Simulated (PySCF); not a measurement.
**A diatomic session: HI**

An exercise on one series of results from a longer session: the logs are not shown, and one member is left open.

The runs use PySCF 2.14.0; H cc-pVTZ, I cc-pVTZ-PP with ECP28, scalar-relativistic core potentials.

Set-up of the first run:

A driver script around PySCF takes these settings:

| Quantity | Value |
| --- | --- |
| atoms | H, I |
| charge | 0 |
| basis | H cc-pVTZ, I cc-pVTZ-PP with ECP28 |
| Hamiltonian | scalar-relativistic core potentials |
| basis functions | 53 |
| electrons treated | 26 |
| masses in u | 1.0078, 126.9045 |
| levels | PBE0, PBE, r²SCAN, M06-L, B97-3, M06-2X, HSE06, HF, MP2, SCS-MP2, CCSD, CCSD(T) |
| grid | 80 radial by 434 angular points |
| occupations | held fixed by the projection of orbital angular momentum |
| dissociation limit | H + I, each in its ground configuration |
| starting distance in angstrom | 1.630 |
| values of 2S to try | 0, 2 |

Command:

```
OMP_NUM_THREADS=1 python dia.py task.json out
```

Steps of the session up to this table: Set-up; First curve: PBE0; Higher solutions at PBE0; PBE (GGA); r²SCAN (meta-GGA); M06-L (meta-GGA); B97-3 (global hybrid GGA); M06-2X (hybrid meta-GGA); HSE06; RHF; Correlated methods on the Hartree–Fock reference.

One of the session's tables, all rows but one given; the rest of the session is left out.

Energy (eV) from each level's lowest point:

| R (Å) | RHF | RHF-MP2 | RHF-SCS-MP2 | RHF-CCSD | RHF-CCSD(T) |
| --- | --- | --- | --- | --- | --- |
| 1.391 | 0.682 | 0.649 | 0.665 | n/a | n/a |
| 1.456 | 0.295 | 0.277 | 0.289 | 0.299 | 0.305 |
| 1.521 | 0.082 | 0.074 | 0.081 | 0.088 | 0.092 |
| 1.569 | 0.011 | 0.008 | 0.011 | 0.015 | 0.017 |
| 1.618 | 0.000 | 0.000 | 0.000 | 0.000 | 0.000 |
| 1.667 | ? | ? | ? | ? | ? |
| 1.731 | 0.148 | 0.148 | 0.139 | 0.128 | 0.122 |
| 1.812 | 0.356 | 0.352 | 0.336 | 0.314 | 0.303 |
| 1.909 | 0.674 | 0.659 | 0.634 | 0.596 | 0.579 |
| 2.039 | 1.165 | 1.125 | 1.086 | n/a | n/a |

**Question.** Estimate the row for R (Å) = 1.667.

Worked estimate for «RHF». A straight line through the neighbours (1.618, 0.000) and (1.731, 0.148) gives 0.000 + (0.148 − 0.000) × (1.667 − 1.618) / (1.731 − 1.618) = 0.064; a parabola fitted to 4 rows on both sides gives 0.042.

As computed: RHF: 0.038; RHF-MP2: 0.039; RHF-SCS-MP2: 0.035; RHF-CCSD: 0.031; RHF-CCSD(T): 0.029. In «RHF» the line misses by +0.026 and the parabola by +0.004.
